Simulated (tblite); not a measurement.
# C2H8AlGaO3: the cost of one run

Programs: tblite 0.8.0 and PySCF 2.14.0. All values are calculated, for the isolated system unless a continuum is named. Atoms count from 0, parts from 1.

### Step 1. The system as given

15 atoms, charge 0, multiplicity 1; geometry: distance geometry start.

### Step 2. Geometry optimisation with GFN2-xTB

Job settings and geometry (Å):

```
{"job": {"kind": "relax", "xc": "GFN2-xTB", "basis": "xTB"}, "charge": 0, "multiplicity": 1}
O      2.248160    -0.109203     1.714093
Ga     2.096653    -1.127525     0.165223
O      1.591531    -2.929161     0.425245
O      1.331761    -0.262077    -1.302800
Al    -0.429213     0.425086    -1.383132
C     -1.816419    -0.840728    -1.863116
C     -0.875673     1.718197    -0.008763
H      1.664005     0.648089     1.987509
H      0.725944    -3.306068     0.131965
H     -1.365584    -1.746376    -2.144265
H     -2.424188    -0.998355    -1.033714
H     -2.365704    -0.459522    -2.658156
H     -1.449298     2.460586    -0.432007
H     -1.407705     1.233785     0.741917
H      0.007653     2.125828     0.397544
```

Level: GFN2-xTB geometry optimisation, gas phase.

Started as:

```bash
$ OMP_NUM_THREADS=1 python cluster_run.py task.json out
```

The driver reads the jobs from task.json and runs them one after another.

Q: Estimate the wall time of this first job on 1 thread of Intel Xeon Platinum 8259CL at 2.50GHz, shared host.

About 4 s.
